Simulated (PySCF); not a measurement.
# TlPb: bond curves at several levels of theory

An exercise on one series of results from a longer session: the logs are not shown, and one member is left open.

Computed with PySCF 2.14.0. Level: Tl def2-SVP with ECP60, Pb def2-SVP with ECP60, scalar-relativistic core potentials.

The first run:

Settings of the job:

```json
{
 "atoms": "Tl, Pb",
 "charge": "0",
 "basis": "Tl def2-SVP with ECP60, Pb def2-SVP with ECP60",
 "Hamiltonian": "scalar-relativistic core potentials",
 "basis functions": "52",
 "electrons treated": "43",
 "masses in u": "204.9744, 207.9766",
 "levels": "PBE0, PBE, r²SCAN, BHandHLYP, PBEsol, BP86, HF, MP2, SCS-MP2, CCSD, CCSD(T)",
 "grid": "80 radial by 434 angular points",
 "occupations": "held fixed by the projection of orbital angular momentum",
 "dissociation limit": "Tl + Pb, each in its ground configuration",
 "starting distance in angstrom": "2.825",
 "values of 2S to try": "1, 3"
}
```

Among the steps run: The job; First curve: PBE0; Other states along the same grid; PBE; r²SCAN; BHandHLYP; PBEsol (GGA); BP86 (GGA); UHF (mean field); Adding correlation.

One of the session's tables, all rows but one given; the rest of the session is left out.

It belongs to the step «The curves together». Energy (eV) from each level's lowest point:

| R (Å) | UHF | UHF-MP2 | UHF-SCS-MP2 | UHF-CCSD | UHF-CCSD(T) |
| --- | --- | --- | --- | --- | --- |
| 2.563 | 0.775 | 0.613 | 0.644 | n/a | n/a |
| 2.682 | 0.377 | 0.258 | 0.280 | 0.309 | 0.305 |
| 2.801 | 0.150 | 0.074 | 0.087 | 0.103 | 0.101 |
| 2.891 | 0.056 | 0.013 | 0.020 | 0.028 | 0.026 |
| 2.980 | ? | ? | ? | ? | ? |
| 3.069 | 0.000 | 0.021 | 0.014 | 0.008 | 0.009 |
| 3.189 | 0.025 | 0.089 | 0.072 | 0.058 | 0.060 |
| 3.338 | 0.096 | 0.213 | 0.182 | 0.161 | 0.166 |
| 3.516 | 0.214 | 0.394 | 0.343 | 0.318 | 0.325 |
| 3.755 | 0.385 | 0.648 | 0.568 | n/a | n/a |

Estimate the missing values for R (Å) = 2.980.

Worked estimate for «UHF». A straight line through the neighbours (2.891, 0.056) and (3.069, 0.000) gives 0.056 + (0.000 − 0.056) × (2.980 − 2.891) / (3.069 − 2.891) = 0.028; a parabola fitted to 4 rows on both sides gives 0.012.

As computed: UHF: 0.011; UHF-MP2: 0.000; UHF-SCS-MP2: 0.000; UHF-CCSD: 0.000; UHF-CCSD(T): 0.000. In «UHF» the line misses by +0.017 and the parabola by +0.001.

State 4 has its PBE0 minimum 0.64 eV higher. The other levels ran on the lowest alone.
